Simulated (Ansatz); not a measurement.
# CH5BSSi: the cost of one run

Method: RKS PBE0/def2-SVP, in Ansatz 0.2.0.

**1. The structure to begin with**

Bond lengths: B1–C2 1.577 Å, C2–Si3 1.796 Å, C2–S4 1.800 Å, Si3–S4 2.161 Å, B1–H5 1.206 Å, B1–H6 1.213 Å, C2–H7 1.083 Å, Si3–H8 1.544 Å, Si3–H9 1.483 Å. Angles (14 of 16 angles, heavy atoms first): B1–C2–Si3 111.3°, B1–C2–S4 109.7°, Si3–C2–S4 73.9°, C2–Si3–S4 53.2°, C2–S4–Si3 53.0°, B1–C2–H7 120.4°, Si3–C2–H7 114.6°, S4–C2–H7 117.9°, C2–B1–H5 120.2°, C2–B1–H6 119.6°, C2–Si3–H8 116.0°, C2–Si3–H9 117.8°, S4–Si3–H8 108.8°, S4–Si3–H9 115.7°.

As a file:

```xyz
9

B     0.2103    1.2476   -0.6854
C    -0.6574    0.0409   -0.1570
Si    0.3178   -1.0659    0.8667
S    -0.3397   -1.4190   -1.1610
H     0.3933    1.3919   -1.8691
H     0.3793    2.2197    0.0205
H    -1.6691    0.2045    0.1932
H     1.8427   -0.8251    0.8598
H    -0.3887   -1.8409    1.9150
```

**2. Relaxing end A**

The input, input.yaml:

```yaml
crystal:
  periodic: [false, false, false]
  atoms:
    - { symbol: B, position_ang: [0.2103, 1.2476, -0.6854] }
    - { symbol: C, position_ang: [-0.6574, 0.0409, -0.157] }
    - { symbol: Si, position_ang: [0.3178, -1.0659, 0.8667] }
    - { symbol: S, position_ang: [-0.3397, -1.419, -1.161] }
    - { symbol: H, position_ang: [0.3933, 1.3919, -1.8691] }
    - { symbol: H, position_ang: [0.3793, 2.2197, 0.0205] }
    - { symbol: H, position_ang: [-1.6691, 0.2045, 0.1932] }
    - { symbol: H, position_ang: [1.8427, -0.8251, 0.8598] }
    - { symbol: H, position_ang: [-0.3887, -1.8409, 1.915] }
basis:
  gaussian: { orbitals: def2-SVP }
hamiltonian:
  xc: pbe0
relax:
  f_tol: 0.015
  max_steps: 40
```

Launch:

```
ansatz run input.yaml --threads 1 --pin off --max-ram 2048MiB --backend cpu --events-out ev --progress --plain --runs-dir out
```

**Question.** How long does this run take on 1 thread of Arm Neoverse V1, shared host, and how much memory does it need?

About 43 s, with a peak of 0.17 GiB.
